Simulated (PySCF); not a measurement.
# C₃H₆OSi: electronic excitations and core binding energies

What electronic excitations and core binding energies should C₃H₆OSi (`O=C1C[SiH2]C1`) show?

Programs: PySCF 2.14.0, with density-fitted response routines of our own. Each step states its level of theory. These are calculated values for one molecule in the gas phase, unless marked as measured. Atoms count from 0, in the outputs and in this text.

## Step 1: The starting structure

11 atoms, charge 0, multiplicity 1; geometry from: GFN2-xTB.

Bonds of the start (Å): O0–C1 1.20, C1–C2 1.52, C2–Si3 1.91, Si3–C4 1.91, C4–C1 1.52, C2–H5 1.09, C2–H6 1.09, Si3–H7 1.46, Si3–H8 1.46, C4–H9 1.09, C4–H10 1.09.

## Step 2: Excited states and response: CAM-B3LYP/def2-SVPD

Job settings and geometry (Å):

```
{"job": {"kind": "uv", "xc": "CAM-B3LYP", "basis": "def2-SVPD", "nstates": 8, "ntriplets": 3}, "charge": 0, "multiplicity": 1}
O      0.927839    -1.810577     1.185019
C      0.491178    -0.930136     0.498785
C     -0.886837    -0.801869    -0.123065
Si    -0.593982     1.074403    -0.355976
C      1.127880     0.397679     0.133093
H     -0.930366    -1.362906    -1.056006
H     -1.682623    -1.184595     0.512439
H     -0.738445     1.601185    -1.709847
H     -1.225863     1.918727     0.653062
H      1.809010     0.266544    -0.707134
H      1.707634     0.834215     0.943667
```

Method: TDDFT CAM-B3LYP/def2-SVPD, vertical, gas phase, core orbitals frozen in the response.

Command:

```console
OMP_NUM_THREADS=1 python probes_run.py task.json out
```

This one command runs all jobs of the session in turn.

What it wrote:

```text
coarse grid: 9688 points
cycle   1  E = -482.0943249496  dE =  7.464e-01  |g| = 7.841e-01  |ddm| = 4.335e+00
cycle   2  E = -481.8821423919  dE =  2.122e-01  |g| = 1.355e+00  |ddm| = 1.961e+00
cycle   3  E = -482.2250209073  dE = -3.429e-01  |g| = 1.103e-01  |ddm| = 1.311e+00
cycle   4  E = -482.2276908115  dE = -2.670e-03  |g| = 4.702e-02  |ddm| = 1.943e-01
cycle   5  E = -482.2282585342  dE = -5.677e-04  |g| = 5.518e-03  |ddm| = 6.522e-02
cycle   6  E = -482.2282699371  dE = -1.140e-05  |g| = 1.737e-03  |ddm| = 1.544e-02
cycle   7  E = -482.2282710674  dE = -1.130e-06  |g| = 6.215e-04  |ddm| = 5.570e-03
final grid: 88992 points
cycle   8  E = -482.3080323633  dE = -1.839e-05  |g| = 2.580e-03  |ddm| = 5.135e-02
cycle   9  E = -482.3080313707  dE =  9.926e-07  |g| = 3.513e-03  |ddm| = 7.633e-03
cycle  10  E = -482.3080339194  dE = -2.549e-06  |g| = 5.384e-04  |ddm| = 3.366e-03
cycle  11  E = -482.3080339716  dE = -5.219e-08  |g| = 1.228e-04  |ddm| = 6.513e-04
cycle  12  E = -482.3080339754  dE = -3.825e-09  |g| = 1.112e-05  |ddm| = 2.281e-04
cycle  13  E = -482.3080339755  dE = -7.060e-11  |g| = 4.754e-06  |ddm| = 4.357e-05
converged SCF energy = -482.3080339755

Static polarisability (au): isotropic 62.454, principal 51.511 60.627 75.223

Singlet excitations
state   eV       nm        f      main configurations
  1   4.2888    289.1   0.00005   H->L 0.92
  2   6.6495    186.5   0.00003   H-1->L 0.96
  3   6.8139    182.0   0.01117   H->L+2 0.68, H->L+3 0.23
  4   6.9628    178.1   0.04328   H->L+1 0.89
  5   7.4328    166.8   0.05710   H-2->L 0.77, H-3->L 0.09
  6   7.6628    161.8   0.01208   H->L+3 0.58, H->L+2 0.25
  7   7.9174    156.6   0.11742   H-1->L+1 0.95
  8   7.9362    156.2   0.02999   H->L+4 0.31, H-1->L+2 0.29, H-1->L+3 0.14

Triplet excitations (Tamm-Dancoff, eV): 3.7890 5.9804 6.3929
```

Run time: 19 s. Hardware: 1 thread of Arm Neoverse V1, shared host; peak memory 0.68 GiB.

The orbitals next to the gap, with their largest atomic shares:

```csv
orbital,eV,atoms
HOMO−3,-11.29,"Si3 25 %, H7 21 %, O0 14 %"
HOMO−2,-10.83,"Si3 22 %, O0 16 %, C4 15 %"
HOMO−1,-10.15,"C2 28 %, C4 28 %, Si3 22 %"
HOMO,-8.65,"O0 56 %, C2 13 %, C4 13 %"
LUMO,0.35,"C1 30 %, O0 25 %, C2 10 %"
LUMO+1,0.91,"Si3 37 %, H7 13 %, H8 12 %"
LUMO+2,1.12,"Si3 39 %, C1 9 %, C4 9 %"
```

With each of the 8 states as a Gaussian band of 0.4 eV half-width at 1/e, the curve within the window shown has maxima at 158 nm (ε 7,000) L/(mol cm). Beyond the last state computed it falls off for lack of states. The curve at chosen wavelengths:

nm, ε (L/mol/cm) and a bar:
```
      151       3315 ##############
      158       6954 ##############################
      166       4872 #####################
      173       3376 ###############
      181       2430 ##########
      188       1195 #####
      195        337 #
      203         44 
      210          5 
      218          0 
      225          0 
      232          0 
      240          0 
      247          0 
      255          0 
      262          1 
      269          1 
      277          2 
      284          2 
      292          2 
      299          2 
      306          1 
      314          1 
      321          1 
      329          0 
      336          0
```

Ground-state properties from the same run:

```csv
property,computed
dipole moment (D),3.30
polarisability (Å³),9.25
HOMO–LUMO gap (eV),9.00
−ε(HOMO) (eV),8.65
```

## Step 3: X-ray photoelectron lines: SCAN, X2C

Settings changed since step 2:

```diff
@@ -1,2 +1,2 @@
-{"job": {"kind": "uv", "xc": "CAM-B3LYP", "basis": "def2-SVPD", "nstates": 8, "ntriplets": 3}, "charge": 0, "multiplicity": 1}
+{"job": {"kind": "xps"}, "charge": 0, "multiplicity": 1}
 O      0.927839    -1.810577     1.185019
```

Method: delta-SCF UKS SCAN, pcX-2 on the ionised atom, pcseg-1 elsewhere, spin-free X2C.

What it wrote:

```text
ground state, core basis on atom 0 (O), 135 functions
  cycle   1  E = -483.01386175  |g| = 8.80e-01
  cycle   2  E = -481.87389418  |g| = 2.35e+00
  cycle   3  E = -483.13035907  |g| = 3.98e-01
  cycle   4  E = -483.16602086  |g| = 1.41e-01
  cycle   5  E = -483.17067238  |g| = 4.38e-02
  cycle   6  E = -483.17129540  |g| = 1.36e-02
  cycle   7  E = -483.17133798  |g| = 3.49e-03
  cycle   8  E = -483.17134077  |g| = 9.63e-04
  cycle   9  E = -483.17134324  |g| = 1.54e-04
  E(ground) = -483.20950146 Eh
hole in O 1s of atom 0
  cycle   1  E = -462.57527524  |g| = 2.22e+00
  cycle   2  E = -461.35737258  |g| = 2.45e+00
  cycle   3  E = -463.17421129  |g| = 6.32e-01
  cycle   4  E = -463.32182768  |g| = 4.28e-01
  cycle   5  E = -463.40886750  |g| = 9.00e-02
  cycle   6  E = -463.41204515  |g| = 2.21e-02
  cycle   7  E = -463.41234803  |g| = 5.30e-03
  cycle   8  E = -463.41236236  |g| = 2.05e-03
  cycle   9  E = -463.41236482  |g| = 1.12e-03
  cycle  10  E = -463.41236474  |g| = 2.69e-04
  E(ion) = -463.45201621 Eh   <S^2> = 0.7654   hole on atom = 1.000   binding energy = 537.629 eV
ground state, core basis on atom 1 (C), 135 functions
  cycle   1  E = -483.14761594  |g| = 8.78e-02
  cycle   2  E = -483.14259795  |g| = 1.73e-01
  cycle   3  E = -483.14831645  |g| = 2.89e-02
  cycle   4  E = -483.14848178  |g| = 4.67e-03
  cycle   5  E = -483.14848672  |g| = 8.80e-04
  cycle   6  E = -483.14848630  |g| = 1.32e-04
  E(ground) = -483.18934200 Eh
hole in C 1s of atom 1
  cycle   1  E = -471.80972499  |g| = 1.51e+00
  cycle   2  E = -469.13711154  |g| = 2.46e+00
  cycle   3  E = -471.79172314  |g| = 9.86e-01
  cycle   4  E = -472.16225057  |g| = 7.25e-01
  cycle   5  E = -472.34152018  |g| = 2.57e-01
  cycle   6  E = -472.36608368  |g| = 7.70e-02
  cycle   7  E = -472.36932450  |g| = 1.82e-02
  cycle   8  E = -472.36962756  |g| = 8.91e-03
  cycle   9  E = -472.36975583  |g| = 5.79e-03
  cycle  10  E = -472.36987667  |g| = 3.41e-03
  cycle  11  E = -472.36991406  |g| = 2.19e-03
  cycle  12  E = -472.36991822  |g| = 1.38e-03
  cycle  13  E = -472.36992147  |g| = 6.62e-04
  cycle  14  E = -472.36992257  |g| = 2.50e-04
  E(ion) = -472.40916040 Eh   <S^2> = 0.8290   hole on atom = 1.000   binding energy = 293.344 eV
ground state, core basis on atom 2 (C), 135 functions
  cycle   1  E = -483.14271282  |g| = 5.94e-02
  cycle   2  E = -483.14258124  |g| = 3.32e-02
  cycle   3  E = -483.14250971  |g| = 3.90e-02
  cycle   4  E = -483.14278572  |g| = 1.22e-02
  cycle   5  E = -483.14282137  |g| = 6.74e-04
  cycle   6  E = -483.14282011  |g| = 2.45e-04
  E(ground) = -483.18389100 Eh
hole in C 1s of atom 2
  cycle   1  E = -471.89807644  |g| = 1.51e+00
  cycle   2  E = -470.85230507  |g| = 2.08e+00
  cycle   3  E = -472.28178574  |g| = 6.87e-01
  cycle   4  E = -472.33465401  |g| = 5.93e-01
  cycle   5  E = -472.47258089  |g| = 7.87e-02
  cycle   6  E = -472.47458677  |g| = 3.86e-02
  cycle   7  E = -472.47538370  |g| = 6.36e-03
  cycle   8  E = -472.47540987  |g| = 1.65e-03
  cycle   9  E = -472.47541234  |g| = 8.01e-04
  cycle  10  E = -472.47541309  |g| = 4.57e-04
  E(ion) = -472.51482880 Eh   <S^2> = 0.7687   hole on atom = 1.000   binding energy = 290.320 eV
ground state, core basis on atom 3 (Si), 146 functions
  cycle   1  E = -483.23665081  |g| = 2.86e-01
  cycle   2  E = -483.23670416  |g| = 3.45e-02
  cycle   3  E = -483.23661406  |g| = 3.25e-02
  cycle   4  E = -483.23674583  |g| = 1.91e-02
  cycle   5  E = -483.23681936  |g| = 3.18e-03
  cycle   6  E = -483.23682228  |g| = 3.04e-04
  E(ground) = -483.23553180 Eh
hole in Si 1s of atom 3
  cycle   1  E = -414.30355557  |g| = 4.35e+00
  cycle   2  E = -413.28148195  |g| = 2.55e+00
  cycle   3  E = -411.21391109  |g| = 2.21e+00
  cycle   4  E = -415.21338381  |g| = 5.13e-01
  cycle   5  E = -415.21536795  |g| = 5.91e-01
  cycle   6  E = -415.35409452  |g| = 1.63e-01
  cycle   7  E = -415.36477966  |g| = 3.12e-02
  cycle   8  E = -415.36534156  |g| = 6.43e-03
  cycle   9  E = -415.36536084  |g| = 2.29e-03
  cycle  10  E = -415.36536370  |g| = 1.15e-03
  cycle  11  E = -415.36536319  |g| = 2.90e-04
  E(ion) = -415.37192098 Eh   <S^2> = 0.7528   hole on atom = 1.000   binding energy = 1846.663 eV
hole in Si 2p of atom 3
  cycle   1  E = -478.96148799  |g| = 1.23e+00
  cycle   2  E = -477.85881078  |g| = 1.70e+00
  cycle   3  E = -478.86384890  |g| = 9.54e-01
  cycle   4  E = -479.26953724  |g| = 1.80e-01
  cycle   5  E = -479.27001166  |g| = 1.83e-01
  cycle   6  E = -479.28697752  |g| = 3.25e-02
  cycle   7  E = -479.28752062  |g| = 7.28e-03
  cycle   8  E = -479.28754758  |g| = 2.54e-03
  cycle   9  E = -479.28755002  |g| = 9.63e-04
  cycle  10  E = -479.28755042  |g| = 2.33e-04
  E(ion) = -479.29831744 Eh   <S^2> = 0.7530   hole on atom = 1.002   binding energy = 107.137 eV
  2p3/2 = 106.927 eV   2p1/2 = 107.550 eV
```

Run time: 38 s. Hardware: 1 thread of Arm Neoverse V1, shared host; peak memory 0.46 GiB.

Binding energies by hole, beside the orbital energy of the ground state; the difference holds orbital relaxation and, for a density functional, its self-interaction error:

```csv
hole,stands for,environment,ΔSCF (eV; 2p as the shell's mean),−ε (eV),⟨S²⟩
O1s on O0,O0,ketone oxygen,537.63,516.4,0.765
C1s on C1,C1,ketone carbonyl carbon,293.34,276.2,0.829
C1s on C2,"C2, C4","sp3 CH2 bonded to Si, α to a carbonyl",290.32,273.6,0.769
Si1s on Si3,Si3,"silicon bonded to 2 C, 2 H, in a 4-membered ring",1846.66,1793.6,0.753
Si2p on Si3,Si3,"silicon bonded to 2 C, 2 H, in a 4-membered ring",107.13,96.4,0.753
```

Each hole run stands for the others of its class of like atoms.

With the spin-orbit splitting: Si3 2p3/2 106.93, 2p1/2 107.55 eV. The table gives each 2p level as the mean over the whole 2p shell (two parts 2p3/2, one part 2p1/2), which differs a little from the single hole in the log.

## Step 4: What came out

| quantity | value |
| --- | --- |
| lowest singlet (CAM-B3LYP/def2-SVPD) | 4.29 eV (289 nm), f = 0.000 |
| brightest single state of those computed | state 7, 7.92 eV, f = 0.117 |
| lowest triplet | 3.79 eV |
| C1s binding energies, SCAN/pcX-2 | C1 293.34, C2 290.32 eV |
| O1s binding energies, SCAN/pcX-2 | O0 537.63 eV |
| Si1s binding energies, SCAN/pcX-2 | Si3 1846.66 eV |
| Si2p binding energies, SCAN/pcX-2 | Si3 107.13 eV |

**Reading.** The first singlet state (HOMO→LUMO 0.92) lies at 4.29 eV and is dark; of the 8 states computed, the strongest absorption comes from states 7 to 8 together at 7.92 eV (the last computed, so partners may be missing). The lowest triplet lies 0.50 eV below the lowest singlet (triplets in Tamm-Dancoff, singlets in full TDDFT). C1 (ketone carbonyl carbon) binds its C1s electron 3.02 eV more tightly than C2 (sp3 CH2 bonded to Si, α to a carbonyl).
